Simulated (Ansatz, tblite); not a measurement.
# MoSF4: which spin state is lowest

Aim: set other spin states of MoSF4 against its singlet, on many levels of theory.

Method: as each input shows; program: Ansatz 0.2.0, Gaussian basis.

The runs, in order: triplet, at the geometry of the singlet (GFN1-xTB, GFN2-xTB, PBE0-D4/def2-TZVP, PBE-D4/def2-TZVP, r2SCAN-D4/def2-TZVP); the singlet's energies come from earlier runs.

3 further runs of the same task are left out: 3 set aside as unsound or not needed.

## (1) The relaxed structure

The geometry is that of the singlet, from an earlier relaxation (r2SCAN-D4/def2-SVP).

6 atoms, charge 0, spin multiplicity 1.

Bond lengths: Mo1–S2 2.085 Å, Mo1–F3 1.842 Å, Mo1–F4 1.842 Å, Mo1–F5 1.842 Å, Mo1–F6 1.842 Å. Angles: S2–Mo1–F3 105.4°, S2–Mo1–F4 105.4°, S2–Mo1–F5 105.4°, S2–Mo1–F6 105.4°, F3–Mo1–F4 86.0°, F3–Mo1–F5 149.2°, F3–Mo1–F6 86.0°, F4–Mo1–F5 86.0°, F4–Mo1–F6 149.2°, F5–Mo1–F6 86.0°.

Formally the metal is d0. Mo takes a core potential in the def2 sets. No spin-orbit coupling is included.

## (2) Triplet at the fixed geometry, GFN1-xTB

Tight binding, by tblite at 300 K electronic temperature and without a spin-polarisation term:

```python
tblite.interface.Calculator('GFN1-xTB', numbers, positions, charge=0, uhf=2).singlepoint()
```

Energy -718.4774 eV; 0.005 s.

## (3) Triplet at the fixed geometry, GFN2-xTB

Tight binding, by tblite at 300 K electronic temperature and without a spin-polarisation term:

```python
tblite.interface.Calculator('GFN2-xTB', numbers, positions, charge=0, uhf=2).singlepoint()
```

Energy -662.8577 eV; 0.005 s.

## (4) Triplet at the fixed geometry, PBE0-D4/def2-TZVP

The input, in.yaml:

```yaml
crystal:
  periodic: [false, false, false]
  atoms:
    - {symbol: Mo, position_ang: [-0.000050, 0.000128, -0.021533]}
    - {symbol: S, position_ang: [0.003879, -0.007764, 2.063452]}
    - {symbol: F, position_ang: [1.775229, 0.013421, -0.513518]}
    - {symbol: F, position_ang: [-0.012456, 1.777934, -0.504234]}
    - {symbol: F, position_ang: [-1.777139, -0.009595, -0.507034]}
    - {symbol: F, position_ang: [0.010537, -1.774135, -0.517123]}
basis:
  gaussian: {orbitals: def2-TZVP}
magnetization: {spin_polarized: true, initial_magnetization: 2}
hamiltonian: {xc: pbe0, dispersion: d4}
scf: {omitted_lower_state_checks: [starts]}
output: {orbitals: {seedname: orbitals}}
```

On the command line:

```console
> ansatz run in.yaml --threads 2 --pin off --events-out ev --progress --plain --max-ram 22528MiB --backend cpu
```

The program printed:

```text
Functional definition: PBE0
  name "PBE0"
  cite "Adamo & Barone, J. Chem. Phys. 110, 6158 (1999) doi:10.1063/1.478522"
  cite "Perdew, Burke & Ernzerhof, Phys. Rev. Lett. 77, 3865 (1996) doi:10.1103/PhysRevLett.77.3865"
  parent pbe
  parameter a = 0.25
  parameter kappa = 0.804
  parameter beta = 0.06672455060314922
  exchange = (1 - a)*pbe_x(kappa = kappa, mu = beta*pi^2/3) + a*exact_x
  correlation = pbe_c(beta = beta)
these checks for a lower state are left out or cut short: starts
1273 factors; their error is unknown
mean field evaluation 1: about -23544.7059 eV, gradient 5.0e1 eV
mean field evaluation 2: about -23471.2582 eV, gradient 1.6e2 eV
mean field evaluation 4: about -23552.2720 eV, gradient 4.2e0 eV
mean field evaluation 8: about -23552.3439 eV, gradient 2.1e-1 eV
mean field evaluation 16: about -23552.4806 eV, gradient 1.5e-3 eV
mean field evaluation 32: about -23552.4901 eV, gradient 1.9e-3 eV
mean field -23552.49011515 eV, -865.5380472807 hartree, gradient 2.6e-6 eV, S^2 2.005824; 0 other end points of the search recorded, 0 dependent functions left out
reference -23552.49016045 eV, -865.5380489453 hartree; 34, 32 occupied and 167, 169 virtual orbitals, 1273 factors
Total energy: -23552.63297805 eV, -865.5432973952 hartree
Checks for a lower state left out: starts
```

It took 29 s on 2 threads of AMD EPYC 7R13, shared host; peak memory 1.1 GiB.

From the report: HOMO -6.97 eV, LUMO -7.55 eV (over both spins; with the spin held, an empty level of the minority spin lies below the top filled one); ⟨S²⟩ 2.006 (pure: 2.00).

## (5) Triplet at the fixed geometry, PBE-D4/def2-TZVP

start.molden holds the orbitals of an earlier run on this state, given as this run's starting guess.

in.yaml: that of step 4 with these lines changed.

```diff
@@ -10,5 +10,5 @@
 basis:
-  gaussian: {orbitals: def2-TZVP}
+  gaussian: {orbitals: def2-TZVP, initial_orbitals: start.molden}
 magnetization: {spin_polarized: true, initial_magnetization: 2}
-hamiltonian: {xc: pbe0, dispersion: d4}
+hamiltonian: {xc: pbe, dispersion: d4}
 scf: {omitted_lower_state_checks: [starts]}
```

Launched as before.

The program printed:

```text
Functional definition: PBE
  name "PBE"
  cite "Perdew, Burke & Ernzerhof, Phys. Rev. Lett. 77, 3865 (1996) doi:10.1103/PhysRevLett.77.3865"
  parent pbe
  parameter kappa = 0.804
  parameter beta = 0.06672455060314922
  exchange = pbe_x(kappa = kappa, mu = beta*pi^2/3)
  correlation = pbe_c(beta = beta)
these checks for a lower state are left out or cut short: starts
1193 factors; their error is unknown
mean field evaluation 1: about -23553.4570 eV, gradient 9.8e0 eV
mean field evaluation 2: about -23553.7269 eV, gradient 3.5e-1 eV
mean field evaluation 4: about -23553.7210 eV, gradient 8.4e-2 eV
mean field evaluation 8: about -23553.7266 eV, gradient 3.9e-3 eV
mean field evaluation 16: about -23553.7298 eV, gradient 4.1e-2 eV
mean field evaluation 32: about -23553.7320 eV, gradient 2.3e-4 eV
mean field -23553.73198769 eV, -865.5836852547 hartree, gradient 8.8e-6 eV, S^2 2.004889; 0 other end points of the search recorded, 0 dependent functions left out
reference -23553.73205697 eV, -865.5836878005 hartree; 34, 32 occupied and 167, 169 virtual orbitals, 1193 factors
Total energy: -23553.90091891 eV, -865.5898933626 hartree
Checks for a lower state left out: starts
```

Run time: 33 s. Hardware: 2 threads of AMD EPYC 7R13, shared host; peak memory 0.55 GiB.

Report: HOMO -4.93 eV, LUMO -8.06 eV (over both spins; with the spin held, an empty level of the minority spin lies below the top filled one); ⟨S²⟩ 2.005 (pure: 2.00).

## (6) Triplet at the fixed geometry, r2SCAN-D4/def2-TZVP

in.yaml: that of step 5 with these lines changed.

```diff
@@ -12,3 +12,3 @@
 magnetization: {spin_polarized: true, initial_magnetization: 2}
-hamiltonian: {xc: pbe, dispersion: d4}
+hamiltonian: {xc: r2scan, dispersion: d4}
 scf: {omitted_lower_state_checks: [starts]}
```

The command is unchanged.

The program printed:

```text
Functional definition: r2SCAN
  name "r2SCAN"
  cite "Furness, Kaplan, Ning, Perdew & Sun, J. Phys. Chem. Lett. 11, 8208 (2020) doi:10.1021/acs.jpclett.0c02405"
  cite "Furness, Kaplan, Ning, Perdew & Sun, J. Phys. Chem. Lett. 11, 9248 (2020) doi:10.1021/acs.jpclett.0c03077"
  parent r2scan
  parameter k0 = 0.174
  parameter k1 = 0.065
  parameter a1 = 4.9479
  exchange = r2scan_x(k0 = k0, k1 = k1, a1 = a1)
  correlation = r2scan_c
these checks for a lower state are left out or cut short: starts
1193 factors; their error is unknown
mean field evaluation 1: about -23563.4698 eV, gradient 5.8e0 eV
mean field evaluation 2: about -23563.5585 eV, gradient 1.3e-1 eV
mean field evaluation 4: about -23563.5341 eV, gradient 1.7e0 eV
mean field evaluation 8: about -23563.5493 eV, gradient 3.8e-2 eV
mean field evaluation 16: about -23563.5493 eV, gradient 2.8e-5 eV
mean field -23563.54931281 eV, -865.9444652985 hartree, gradient 9.0e-6 eV, S^2 2.007890; 0 other end points of the search recorded, 0 dependent functions left out
reference -23563.54933614 eV, -865.9444661556 hartree; 34, 32 occupied and 167, 169 virtual orbitals, 1193 factors
Total energy: -23563.58759913 eV, -865.9458722948 hartree
Checks for a lower state left out: starts
```

It took 31 s on 2 threads of AMD EPYC 7R13, shared host; peak memory 0.64 GiB.

HOMO -5.34 eV, LUMO -8.13 eV (over both spins; with the spin held, an empty level of the minority spin lies below the top filled one); ⟨S²⟩ 2.008 (pure: 2.00).

## (7) Triplet less singlet, vertical

The singlet's energies are those of its earlier runs, whose logs aren't repeated here.

```csv
level,"triplet less singlet, vertical (eV)",time
GFN1-xTB,+4.027,0.01 s
GFN2-xTB,+3.447,0.01 s
PBE-D4/def2-TZVP,+3.206,35 s
r2SCAN-D4/def2-TZVP,+3.056,37 s
PBE0-D4/def2-TZVP,+2.747,33 s
```

Times add the two runs; a level without a time comes out of a correlated run. Tight binding without a spin term can't rank spin states.

## (8) What came out

```
                                                quantity                                   value
triplet less singlet, vertical, functionals in def2-TZVP  +2.747 (PBE0-D4) to +3.206 eV (PBE-D4)
```

What this shows: All functionals put the triplet above the singlet, over a spread of 0.460 eV. The checks for a lower triplet were left out, so another state of that spin may lie lower. The singlet here is a closed shell; an open-shell singlet can lie lower. These are electronic energies, without zero-point motion, entropy or surroundings.
